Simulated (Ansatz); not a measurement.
**Pt: a tetragonal deformation path**

Aim: for Pt, look for other minima along a tetragonal path.

The COD entry's cell or inner coordinates are ideal or old and differ from later refinements, so a difference from it is no clean test against experiment.

Program: Ansatz 0.2.0. Level of theory: DFT r2SCAN, scalar-relativistic, plane waves, PAW. These are calculated values, not measurements.

## 1. Starting point

Symmetry: Fm-3m, No. 225, cubic system. The conventional cell has a = 3.916 Å, b = 3.916 Å, c = 3.916 Å, α = 90.00°, β = 90.00°, γ = 90.00°. Pt (site symmetry m-3m) has 12 Pt at 2.77 Å in its first shell of neighbours.

Coordinates:

```
CELL_PARAMETERS angstrom
0.00000 1.95790 1.95790
1.95790 0.00000 1.95790
1.95790 1.95790 0.00000
ATOMIC_POSITIONS crystal
Pt 0.00000 0.00000 0.00000
```

No relaxation comes first: the listed cell is the starting point.

## 2. Zero of energy

The reference gives a free energy of -12536.7928 eV, pressure 5.39 GPa, largest force 0.000 eV/Å and gap on the mesh none (metal). It was computed beforehand with the settings of the runs below.

## 3. Next: a tetragonal deformation path

At fixed volume and fractional coordinates, lengths along (0.000, 0.000, 1.000) are scaled against those across it; ρ is that ratio over its starting value.

## 4. At ρ = 0.707

The input, input.yaml:

```yaml
crystal:
  lattice:
    - [0.0, 2.1977790799, 1.5538298095]
    - [2.1977790799, 0.0, 1.5538298095]
    - [2.1977790799, 2.1977790799, 0.0]
  atoms:
    - { symbol: Pt, position: [0.0, 0.0, 0.0] }
basis:
  ecutwfc: 500
kpoints:
  mp_grid: { grid: [24, 24, 24] }
hamiltonian:
  xc: r2scan
scf:
  occupations: { method: gaussian, width: 0.15 }
output:
  forces: true
  stress: true
  eigenvalues: true
  write_density: true
  write_potential: true
  elf: true
  volumetric_format: npy
```

Command:

```
> ansatz run input.yaml --threads 1 --pin off --max-ram 2560MiB --backend cpu --events-out ev --progress --plain --runs-dir out
```

The session goes on with these runs: At ρ = 1.414; point ρ = 0.850; point ρ = 1.200; point ρ = 0.780; At ρ = 1.300; point ρ = 0.920; point ρ = 1.100; point ρ = 0.650; ρ = 1.500; point ρ = 0.960; ρ = 1.050.

**Question.** What will these runs give? Wanted: highest point.

**Answer**, as computed:

| quantity | value |
| --- | --- |
| highest point | 902.0 meV/atom at ρ = 1.500 |

**Reading.** The undisturbed cell stays the lowest of the sampled points. No sampled point inside the path is a dip, apart from those named. At ρ = 0.707 the cell takes another symmetry, Im-3m, 106.3 meV/atom from the start at this fixed volume. Spin-orbit coupling is left out for Pt.
